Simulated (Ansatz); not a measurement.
# Zr (hcp type): how the settings move a single-point run

How sensitive is a single-point run of Zr (hcp type) to its settings? A reference run comes first, then one run with altered input.

Method: reference: DFT, PBE, PAW with Ansatz's default frozen-core files, scalar-relativistic, in Ansatz 0.2.0.

2 further runs of the same task are left out: 2 that didn't finish.

## Step 1: The system as given

It takes space group P6_3/mmc (No. 194, hexagonal). The conventional cell has a = 3.132 Å, b = 3.132 Å, c = 5.065 Å, α = 90.00°, β = 90.00°, γ = 120.00°. Around Zr (site symmetry -6m2) lie 12 Zr at 3.11 to 3.13 Å.

Coordinates:

```
CELL_PARAMETERS angstrom
3.13214 0.00000 0.00000
-1.56607 2.71252 0.00000
0.00000 0.00000 5.06460
ATOMIC_POSITIONS crystal
Zr 0.33333 0.66667 0.25000
Zr 0.66667 0.33333 0.75000
```

## Step 2: The reference run

input.yaml

```yaml
crystal:
  lattice:
    - [3.1321428814, 0.0, 0.0]
    - [-1.5660714407, 2.7125153036, 0.0]
    - [0.0, 0.0, 5.0645965092]
  atoms:
    - { symbol: Zr, position: [0.3333333333, 0.6666666667, 0.25] }
    - { symbol: Zr, position: [0.6666666667, 0.3333333333, 0.75] }
kpoints:
  mp_grid: { grid: [15, 15, 8] }
scf:
  occupations: { method: fermi_dirac, width: 0.05 }
hamiltonian:
  xc: pbe
  pseudopotentials: { kind: paw }
output:
  forces: true
  stress: true
  eigenvalues: true
  populations: true
  write_density: true
  write_potential: true
  elf: true
  volumetric_format: npy
```

Run with:

```
ansatz run input.yaml --threads 1 --pin off --max-ram 2048MiB --backend cpu --events-out ev --progress --plain --runs-dir out
```

## Step 3: Changing settings: starting moments, scf.algorithm direct_min, spin_polarized true

Changes to input.yaml since step 2:

```diff
@@ -6,4 +6,4 @@
   atoms:
-    - { symbol: Zr, position: [0.3333333333, 0.6666666667, 0.25] }
-    - { symbol: Zr, position: [0.6666666667, 0.3333333333, 0.75] }
+    - { symbol: Zr, position: [0.3333333333, 0.6666666667, 0.25], spin: 1.0 }
+    - { symbol: Zr, position: [0.6666666667, 0.3333333333, 0.75], spin: 1.0 }
 kpoints:
@@ -12,2 +12,3 @@
   occupations: { method: fermi_dirac, width: 0.05 }
+  algorithm: direct_min
 hamiltonian:
@@ -24 +25,3 @@
   volumetric_format: npy
+magnetization:
+  spin_polarized: true
```

Before running it: what results should come out? Wanted: for each run, ending; energy change; pressure; gap; force.

**Answer**, as computed:

```
                                                               run     ending  energy change  pressure (GPa)  gap (eV)  force (eV/Å)  cycles  time
                                                         reference  converged              0             8.9      0.00          0.00       6   5 s
1: starting moments, scf.algorithm direct_min, spin_polarized true  converged   0.0 meV/atom             8.9      0.00          0.00      10  55 s
```

Residual by cycle in the longest SCF loop of each run; runs are numbered as in the table. The quantity is the density residual dr2, in eV.

```
cycle  reference    run 1
    1    0.00121    0.477
    2     5.1e-4    0.283
    3     5.2e-5   0.0039
    4     3.4e-6  0.00134
    5     8.5e-8   8.6e-6
    6     1.8e-9   8.2e-9
    7          -  8.0e-10
    8          -  5.9e-10
    9          -  1.2e-11
   10          -  8.3e-13
```

**Reading.** With the changed spin polarisation and solver the energy stays within 0.5 meV/atom: no moment survives, so both runs end on the same non-magnetic state.
